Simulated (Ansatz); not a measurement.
# AgCl (Chlorargyrite): how the settings move a single-point run

Aim: see which settings change the result for AgCl (Chlorargyrite), by how much, and at what cost.

The COD entry's cell or inner coordinates are ideal or old and differ from later refinements, so a difference from it is no clean test against experiment.

Program: Ansatz 0.2.0. Level of theory: reference: DFT, LDA, PAW with Ansatz's default frozen-core files, scalar-relativistic; levels and slopes on a fine mesh, independent-particle optical spectra. These are calculated values, not measurements.

## Step 1: The system as given

The structure is cubic, space group Fm-3m (No. 225). Conventional cell: a = 5.354 Å, b = 5.354 Å, c = 5.354 Å, α = 90.00°, β = 90.00°, γ = 90.00°. Around Ag (site symmetry m-3m) lie 6 Cl at 2.68 Å. Cl (site symmetry m-3m) is surrounded by 6 Ag at 2.68 Å.

As a file:

```
Ag Cl
1.0
     0.00000    2.67706    2.67706
     2.67706    0.00000    2.67706
     2.67706    2.67706    0.00000
Ag Cl
1 1
Direct
  0.00000 0.00000 0.00000
  0.50000 0.50000 0.50000
```

## Step 2: Reference

Input file input.yaml:

```yaml
crystal:
  lattice:
    - [0.0, 2.67706317636, 2.67706317636]
    - [2.67706317636, 0.0, 2.67706317636]
    - [2.67706317636, 2.67706317636, 0.0]
  atoms:
    - { symbol: Ag, position: [0.0, 0.0, 0.0] }
    - { symbol: Cl, position: [0.5, 0.5, 0.5] }
kpoints:
  mp_grid: { grid: [8, 8, 8] }
scf:
  occupations: { method: fixed }
hamiltonian:
  xc: lda
  pseudopotentials: { kind: paw }
output:
  forces: true
  stress: true
  eigenvalues: true
  eigenstates:
    nscf_kmesh: { grid: [12, 12, 12] }
    de_dk: true
    e_range: [-9, 10.62703993763]
  optics:
    e_range: [0, 30]
    de: 0.2
    sigma: 0.25
    bands: { spectra_wanted_up_to: 30 }
    nscf_kmesh: { grid: [12, 12, 12] }
checkpoint:
  write: ck
  write_wavefunctions: false
```

Launch:

```console
ansatz run input.yaml --threads 1 --pin off --max-ram 3072MiB --backend cpu --events-out ev --progress --plain --runs-dir out
```

## Step 3: Changing settings: occupations.method tetrahedron_uncorrected

Edit input.yaml of step 2 so:

```diff
@@ -11,3 +11,3 @@
 scf:
-  occupations: { method: fixed }
+  occupations: { method: tetrahedron_uncorrected }
 hamiltonian:
```

What does the calculation give? Wanted: for each run, ending; energy change; pressure; gap; force.

**Answer**, as computed:

```csv
run,ending,energy change,pressure (GPa),gap (eV),force (eV/Å),cycles,time
reference,converged,0,0.0,0.63,0.00,-,40 s
1: occupations.method tetrahedron_uncorrected,converged,0.0 meV/atom (σ→0),0.0,0.63,0.00,8,40 s
```

Residual by cycle in the longest SCF loop of each run; runs are numbered as in the table. The quantity is the density residual dr2, in eV.

```csv
cycle,reference,run 1
1,0.0517,0.0517
2,0.00514,0.00513
3,8.8e-4,8.8e-4
4,1.4e-4,1.4e-4
5,1.9e-6,2.0e-6
6,2.5e-8,2.6e-8
7,7.6e-11,7.3e-11
8,5.0e-13,3.9e-13
```

**Reading.** The changed input (smearing) leaves the energy the same to the digits printed.

The gaps are Kohn-Sham values of a semilocal functional, not quasiparticle or optical gaps. Such gaps usually fall short of the measured ones.
